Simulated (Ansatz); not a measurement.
**Cl2H2O2Si: rigid torsion scan in Python**

Wanted for Cl2H2O2Si: a rigid torsion scan. SMILES: O[Si](O)(Cl)Cl.

Program: Ansatz 0.2.0, driven from Python. Level of theory: PBE/def2-SVP. These are calculated values, not measurements.

## (1) The structure

Bond lengths: O1–Si2 1.614 Å, Si2–O3 1.613 Å, Si2–Cl4 1.970 Å, Si2–Cl5 2.031 Å, O1–H6 1.044 Å, O3–H7 1.018 Å. Angles: O1–Si2–O3 109.9°, O1–Si2–Cl4 111.3°, O1–Si2–Cl5 109.3°, O3–Si2–Cl4 108.9°, O3–Si2–Cl5 109.3°, Cl4–Si2–Cl5 108.2°, Si2–O1–H6 112.3°, Si2–O3–H7 115.4°.

No structure file is read: the coordinates are typed or built in the script.

## (2) The script

The input, torsion_cl2h2o2si.py:

```python
# -*- coding: utf-8 -*-
"""Energy of Cl2H2O2Si as one group turns about a bond."""

import ansatz as az
from ase import Atoms

SETTINGS = {
    "basis_set": "def2-SVP",
    "functional": "pbe",
    "force_tol": 0.02,
}

atoms = Atoms(["O", "Si", "O", "Cl", "Cl", "H", "H"], positions=[
    [-0.8055, 0.3817, 1.0716],
    [-0.0075, -0.0624, -0.2587],
    [1.1107, -1.1628, 0.115],
    [-1.2288, -0.8241, -1.6044],
    [0.8977, 1.5624, -1.0736],
    [-1.6656, 0.9307, 0.8527],
    [1.7602, -0.8934, 0.8517],
])

# relax first, so that the scan starts from a minimum
first = (
    az.Crystal.molecule_from_ase(atoms).calculation()
    .basis(gaussian=SETTINGS["basis_set"])
    .functional(SETTINGS["functional"])
    .accuracy("medium")
    .relax(force_tolerance=SETTINGS["force_tol"], max_steps=80)
)
atoms.positions = first.run(threads=1, pin="off").report["positions_ang"]

start = atoms.get_dihedral(2, 1, 0, 5)
energies = {}
for turn in range(0, 360, 30):
    turned = atoms.copy()
    turned.set_dihedral(2, 1, 0, 5, start + turn, indices=[0, 5])
    model = (
        az.Crystal.molecule_from_ase(turned).calculation()
        .basis(gaussian=SETTINGS["basis_set"])
        .functional(SETTINGS["functional"])
        .accuracy("medium")
    )
    energies[round((start + turn) % 360)] = model.run(threads=1, pin="off").report["free_energy_ev"]
floor = min(energies.values())
print("dihedral O2-Si1-O0-H5 (deg)   E - E(min) (kcal/mol)")
for angle, e in sorted(energies.items()):
    print(f"{angle:8d} {23.060548 * (e - floor):14.3f}  " + "#" * int(30 * (e - floor) / max(max(energies.values()) - floor, 1e-9)))
```

## (3) The calls as engine input

The package turns the script's settings into the engine's input (first run):

```yaml
crystal:
  periodic: [false, false, false]
  atoms:
    - { symbol: O, position_ang: [-0.8055, 0.3817, 1.0716] }
    - { symbol: Si, position_ang: [-0.0075, -0.0624, -0.2587] }
    - { symbol: O, position_ang: [1.1107, -1.1628, 0.115] }
    - { symbol: Cl, position_ang: [-1.2288, -0.8241, -1.6044] }
    - { symbol: Cl, position_ang: [0.8977, 1.5624, -1.0736] }
    - { symbol: H, position_ang: [-1.6656, 0.9307, 0.8527] }
    - { symbol: H, position_ang: [1.7602, -0.8934, 0.8517] }
accuracy: medium
basis:
  gaussian:
    orbitals: def2-SVP
hamiltonian:
  xc: pbe
relax:
  f_tol: 0.02
  max_steps: 80
```

## (4) Launch

Launch:

```bash
python torsion_cl2h2o2si.py
```

Q: Predict the main results. Wanted: range of energy; lowest point, turn.

The runs gave:

| quantity | value |
| --- | --- |
| runs compared | 12 |
| range of energy | 0.182 eV |
| lowest point, turn (°) | 0 |

In words: The lowest point lies at a turn of 0°, the highest 0.182 eV (17.5 kJ/mol) above it at 240°. The rest of the molecule is held rigid, so the true barrier is lower. Run 0: The relaxation took 10 moves; the largest shift is 0.326 Å, of atom 6 (H). The settings weren't tested for convergence. The scan is rigid, so its barriers lie above those of a relaxed path; they are electronic energies in a modest basis. With rigid groups the curve can differ much from the relaxed barrier, and equivalent turns needn't return to the same energy.
